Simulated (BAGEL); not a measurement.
# CH5FSSi (SMILES C[SiH](F)S) at 3 levels

Aim: a comparison of 3 runs (B3LYP/6-31G*, PBE0/6-31G*, RI-MP2/6-31G*) of CH5FSSi. 

The results are computed with BAGEL 1.2.2.

1 further run of the same task is left out (set aside as unsound or not needed). Runs told in other sessions of the task aren't counted.

## (1) The system as given

CH5FSSi: 9 atoms, total charge 0, spin state singlet. SMILES: `C[SiH](F)S`. The shape is that of a PBE0-D4/def2-TZVP optimisation. This is one conformer, not always the lowest.

Bond lengths: C1–Si2 1.851 Å, Si2–F3 1.602 Å, Si2–S4 2.125 Å, C1–H5 1.092 Å, C1–H6 1.093 Å, C1–H7 1.093 Å, Si2–H8 1.481 Å, S4–H9 1.344 Å. Some angles: C1–Si2–F3 107.5°, C1–Si2–S4 112.7°, F3–Si2–S4 110.8°, C1–Si2–H8 113.7°, F3–Si2–H8 107.4°, S4–Si2–H8 104.8°, Si2–C1–H5 110.4°, Si2–C1–H6 110.9°, Si2–C1–H7 110.3°, Si2–S4–H9 94.5°.

## (2) The energy at B3LYP/6-31G(d) (density fitting with qzvpp-jkfit, spherical functions) (run 1)

The input, dft.json:

```json
{ "bagel": [

{
  "title": "molecule",
  "basis": "6-31gs.json",
  "df_basis": "qzvpp-jkfit",
  "angstrom": "true",
  "geometry": [
    { "atom": "C", "xyz": [      -0.235500,       0.468400,      -1.033000 ] },
    { "atom": "Si", "xyz": [       0.527400,      -0.559600,       0.304400 ] },
    { "atom": "F", "xyz": [       1.929800,       0.112500,       0.687600 ] },
    { "atom": "S", "xyz": [      -0.718800,      -0.730200,       2.016900 ] },
    { "atom": "H", "xyz": [      -1.176500,       0.025100,      -1.365000 ] },
    { "atom": "H", "xyz": [      -0.438600,       1.481600,      -0.677800 ] },
    { "atom": "H", "xyz": [       0.439900,       0.537900,      -1.889500 ] },
    { "atom": "H", "xyz": [       0.803200,      -1.956200,      -0.102900 ] },
    { "atom": "H", "xyz": [      -1.042300,       0.574300,       2.042100 ] }
  ]
},

{ "title": "ks", "xc_func": "b3lyp", "charge": 0 },

{ "title": "print", "file": "orbitals.molden", "orbitals": "true" }

]}
```

The basis set 6-31G* is read from a file made from the Basis Set Exchange's data (not shown).

On the command line:

```sh
$ BAGEL_NUM_THREADS=1 BAGEL dft.json > dft.out
```

Standard output:

```text
* using 1 threads per process

  ===============================================================
  ===============================================================

  *** Geometry ***

  { "atom" : "C", "xyz" : [     -0.445031,      0.885148,     -1.952087 ] },
  { "atom" : "Si", "xyz" : [      0.996642,     -1.057491,      0.575233 ] },
  { "atom" : "F", "xyz" : [      3.646793,      0.212594,      1.299376 ] },
  { "atom" : "S", "xyz" : [     -1.358335,     -1.379878,      3.811389 ] },
  { "atom" : "H", "xyz" : [     -2.223263,      0.047432,     -2.579476 ] },
  { "atom" : "H", "xyz" : [     -0.828834,      2.799818,     -1.280856 ] },
  { "atom" : "H", "xyz" : [      0.831291,      1.016484,     -3.570638 ] },
  { "atom" : "H", "xyz" : [      1.517828,     -3.696682,     -0.194453 ] },
  { "atom" : "H", "xyz" : [     -1.969662,      1.085270,      3.859010 ] },

  Number of auxiliary basis functions:      498

  Since a DF basis is specified, we compute 2- and 3-index integrals:
    o Being stored without compression. Storage requirement is 0.022 GB

  Number of basis functions:       74
  Number of electrons      :       50

    * METHOD: MOLECULE                             0.25

  *** Kohn-Sham DFT ***

    * Removing 16694 points whose weight is below 1.00e-10
    * Grid points: 117460

  === Nuclear Repulsion ===
   225.3147375333

       - DIIS with orbital gradients will be used.

  === KS iteration (b3lyp / 6-31gs.json) ===
      0       -793.84028704          0.12958819           0.37
      1       -738.65104781          0.16301247           0.35
      2       -785.04967272          0.16319383           0.36
      3       -812.93326387          0.09835806           0.36
      4       -824.32838114          0.07625114           0.36
      5       -828.17379489          0.03037665           0.36
      6       -828.68653809          0.00887270           0.35
      7       -828.73029656          0.00294988           0.36
      8       -828.73336029          0.00101376           0.36
      9       -828.73375908          0.00030548           0.35
     10       -828.73382385          0.00009602           0.35
     11       -828.73382690          0.00004395           0.36
     12       -828.73382785          0.00000504           0.35
     13       -828.73382786          0.00000102           0.36
     14       -828.73382786          0.00000039           0.35
     15       -828.73382786          0.00000026           0.35
     16       -828.73382786          0.00000002           0.35
     17       -828.73382786          0.00000001           0.36
    * SCF iteration converged.

    * Permanent dipole moment:
           (    0.407557,    -0.406585,     0.679461) a.u.

    * METHOD: KS                                   7.05

    * METHOD: PRINT                                0.01

  ===============================================================
```

Run time: 7.5 s. Hardware: 1 thread of Arm Neoverse V1, shared host; peak memory 0.44 GiB.

## (3) The energy at PBE0/6-31G(d) (density fitting with qzvpp-jkfit, spherical functions) (run 2)

The input, input.json:

```json
{ "bagel" : [

{
  "title" : "molecule",
  "basis" : "6-31gs.json",
  "df_basis" : "qzvpp-jkfit",
  "angstrom" : true,
  "geometry" : [
    { "atom" : "C", "xyz" : [   -0.235500,    0.468400,   -1.033000 ] },
    { "atom" : "Si", "xyz" : [    0.527400,   -0.559600,    0.304400 ] },
    { "atom" : "F", "xyz" : [    1.929800,    0.112500,    0.687600 ] },
    { "atom" : "S", "xyz" : [   -0.718800,   -0.730200,    2.016900 ] },
    { "atom" : "H", "xyz" : [   -1.176500,    0.025100,   -1.365000 ] },
    { "atom" : "H", "xyz" : [   -0.438600,    1.481600,   -0.677800 ] },
    { "atom" : "H", "xyz" : [    0.439900,    0.537900,   -1.889500 ] },
    { "atom" : "H", "xyz" : [    0.803200,   -1.956200,   -0.102900 ] },
    { "atom" : "H", "xyz" : [   -1.042300,    0.574300,    2.042100 ] }
  ]
},
{ "title" : "ks", "xc_func" : "pbe0", "charge" : 0 },
{ "title" : "print", "file" : "orbitals.molden", "orbitals" : true }

]}
```

The basis set 6-31G* is read from a file made from the Basis Set Exchange's data (not shown).

On the command line:

```sh
$ BAGEL_NUM_THREADS=1 BAGEL input.json > input.out
```

Standard output:

```text
* using 1 threads per process

  ===============================================================
  ===============================================================

  *** Geometry ***

  { "atom" : "C", "xyz" : [     -0.445031,      0.885148,     -1.952087 ] },
  { "atom" : "Si", "xyz" : [      0.996642,     -1.057491,      0.575233 ] },
  { "atom" : "F", "xyz" : [      3.646793,      0.212594,      1.299376 ] },
  { "atom" : "S", "xyz" : [     -1.358335,     -1.379878,      3.811389 ] },
  { "atom" : "H", "xyz" : [     -2.223263,      0.047432,     -2.579476 ] },
  { "atom" : "H", "xyz" : [     -0.828834,      2.799818,     -1.280856 ] },
  { "atom" : "H", "xyz" : [      0.831291,      1.016484,     -3.570638 ] },
  { "atom" : "H", "xyz" : [      1.517828,     -3.696682,     -0.194453 ] },
  { "atom" : "H", "xyz" : [     -1.969662,      1.085270,      3.859010 ] },

  Number of auxiliary basis functions:      498

  Since a DF basis is specified, we compute 2- and 3-index integrals:
    o Being stored without compression. Storage requirement is 0.022 GB

  Number of basis functions:       74
  Number of electrons      :       50

    * METHOD: MOLECULE                             0.26

  *** Kohn-Sham DFT ***

    * Removing 16694 points whose weight is below 1.00e-10
    * Grid points: 117460

  === Nuclear Repulsion ===
   225.3147375333

       - DIIS with orbital gradients will be used.

  === KS iteration (pbe0 / 6-31gs.json) ===
      0       -793.46632292          0.12931427           0.37
      1       -739.05849329          0.15941307           0.35
      2       -785.00637230          0.16080536           0.35
      3       -812.47507706          0.09843336           0.34
      4       -824.46284586          0.07096271           0.34
      5       -827.74582266          0.02960807           0.35
      6       -828.26876801          0.00629266           0.34
      7       -828.28659669          0.00285355           0.34
      8       -828.28980018          0.00059230           0.34
      9       -828.28999022          0.00027814           0.33
     10       -828.29003052          0.00008911           0.33
     11       -828.29003391          0.00000904           0.34
     12       -828.29003396          0.00000352           0.34
     13       -828.29003397          0.00000090           0.34
     14       -828.29003397          0.00000031           0.34
     15       -828.29003397          0.00000007           0.34
     16       -828.29003397          0.00000003           0.34
     17       -828.29003397          0.00000001           0.34
     18       -828.29003397          0.00000000           0.34
    * SCF iteration converged.

    * Permanent dipole moment:
           (    0.411720,    -0.428008,     0.701937) a.u.

    * METHOD: KS                                   7.14

    * METHOD: PRINT                                0.01

  ===============================================================
```

Run time: 7.8 s. Hardware: 1 thread of Arm Neoverse V1, shared host; peak memory 0.44 GiB.

## (4) A single-point energy at RI-MP2/6-31G(d) (density fitting with qzvpp-jkfit, spherical functions) (run 3)

The input, mp2.json:

```json
{ "bagel" : [

{
  "title" : "molecule",
  "basis" : "6-31gs.json",
  "df_basis" : "qzvpp-jkfit",
  "angstrom" : "true",
  "geometry" : [
    { "atom" : "C", "xyz" : [      -0.235500,       0.468400,      -1.033000 ] },
    { "atom" : "Si", "xyz" : [       0.527400,      -0.559600,       0.304400 ] },
    { "atom" : "F", "xyz" : [       1.929800,       0.112500,       0.687600 ] },
    { "atom" : "S", "xyz" : [      -0.718800,      -0.730200,       2.016900 ] },
    { "atom" : "H", "xyz" : [      -1.176500,       0.025100,      -1.365000 ] },
    { "atom" : "H", "xyz" : [      -0.438600,       1.481600,      -0.677800 ] },
    { "atom" : "H", "xyz" : [       0.439900,       0.537900,      -1.889500 ] },
    { "atom" : "H", "xyz" : [       0.803200,      -1.956200,      -0.102900 ] },
    { "atom" : "H", "xyz" : [      -1.042300,       0.574300,       2.042100 ] }
  ]
},

{ "title" : "hf", "charge" : 0 },

{ "title" : "mp2", "charge" : 0, "ncore" : 12 }

]}
```

The basis set 6-31G* is read from a file made from the Basis Set Exchange's data (not shown).

On the command line:

```sh
$ BAGEL_NUM_THREADS=1 BAGEL mp2.json > mp2.out
```

Standard output:

```text
* using 1 threads per process

  ===============================================================
  ===============================================================

  *** Geometry ***

  { "atom" : "C", "xyz" : [     -0.445031,      0.885148,     -1.952087 ] },
  { "atom" : "Si", "xyz" : [      0.996642,     -1.057491,      0.575233 ] },
  { "atom" : "F", "xyz" : [      3.646793,      0.212594,      1.299376 ] },
  { "atom" : "S", "xyz" : [     -1.358335,     -1.379878,      3.811389 ] },
  { "atom" : "H", "xyz" : [     -2.223263,      0.047432,     -2.579476 ] },
  { "atom" : "H", "xyz" : [     -0.828834,      2.799818,     -1.280856 ] },
  { "atom" : "H", "xyz" : [      0.831291,      1.016484,     -3.570638 ] },
  { "atom" : "H", "xyz" : [      1.517828,     -3.696682,     -0.194453 ] },
  { "atom" : "H", "xyz" : [     -1.969662,      1.085270,      3.859010 ] },

  Number of auxiliary basis functions:      498

  Since a DF basis is specified, we compute 2- and 3-index integrals:
    o Being stored without compression. Storage requirement is 0.022 GB

  Number of basis functions:       74
  Number of electrons      :       50

    * METHOD: MOLECULE                             0.26

  *** RHF ***

  === Nuclear Repulsion ===
   225.3147375333

      * DIIS with orbital gradients will be used.

  === RHF iteration (6-31gs.json) ===
      0       -826.58051901          0.01833649           0.07
      1       -826.69994640          0.01041060           0.06
      2       -826.74374983          0.00156171           0.06
      3       -826.74525139          0.00042526           0.06
      4       -826.74536730          0.00008033           0.06
      5       -826.74537352          0.00001965           0.06
      6       -826.74537393          0.00000649           0.06
      7       -826.74537399          0.00000158           0.06
      8       -826.74537399          0.00000043           0.06
      9       -826.74537399          0.00000020           0.06
     10       -826.74537399          0.00000007           0.06
     11       -826.74537399          0.00000002           0.06
     12       -826.74537399          0.00000001           0.06
    * SCF iteration converged.

    * Permanent dipole moment:
           (    0.425142,    -0.365714,     0.738685) a.u.

    * METHOD: HF                                   0.98

  *** RHF ***

  === Nuclear Repulsion ===
   225.3147375333

      * DIIS with orbital gradients will be used.

  === RHF iteration (6-31gs.json) ===
      0       -826.74537399          0.00000000           0.06
    * SCF iteration converged.

    * Permanent dipole moment:
           (    0.425141,    -0.365714,     0.738684) a.u.

  === DF-MP2 calculation ===

    * freezing 12 orbitals
    * 3-index integral transformation done
    * assembly done

      MP2 correlation energy:   -0.4987006777      0.03

      MP2 total energy:       -827.2440746695

    * METHOD: MP2                                  0.17

  ===============================================================
```

Wall time 1.6 s (1 thread of Arm Neoverse V1, shared host); peak memory 0.11 GiB.

## (5) Overview of the runs

```
run                                                                  level  frozen core orbitals  energy (Eh)  dipole moment (D)  HOMO energy (eV)  LUMO energy (eV)  wall time
  1   B3LYP/6-31G* (density fitting with qzvpp-jkfit, spherical functions)                     –  -828.733828               2.26             -7.37              0.57      7.5 s
  2    PBE0/6-31G* (density fitting with qzvpp-jkfit, spherical functions)                     –  -828.290034               2.34             -7.68              0.81      7.8 s
  3  RI-MP2/6-31G* (density fitting with qzvpp-jkfit, spherical functions)                    12  -827.244075                  –                 –                 –      1.6 s
```

## (6) Outcome

```
                                           quantity          value
                                run 3: total energy  -827.24407 Eh
run 3: correlation energy (12 core orbitals frozen)     -498.7 mEh
```

What this shows: Totals of different functionals can't be ranked against each other. All runs together took 17 s, the longest 7.8 s.
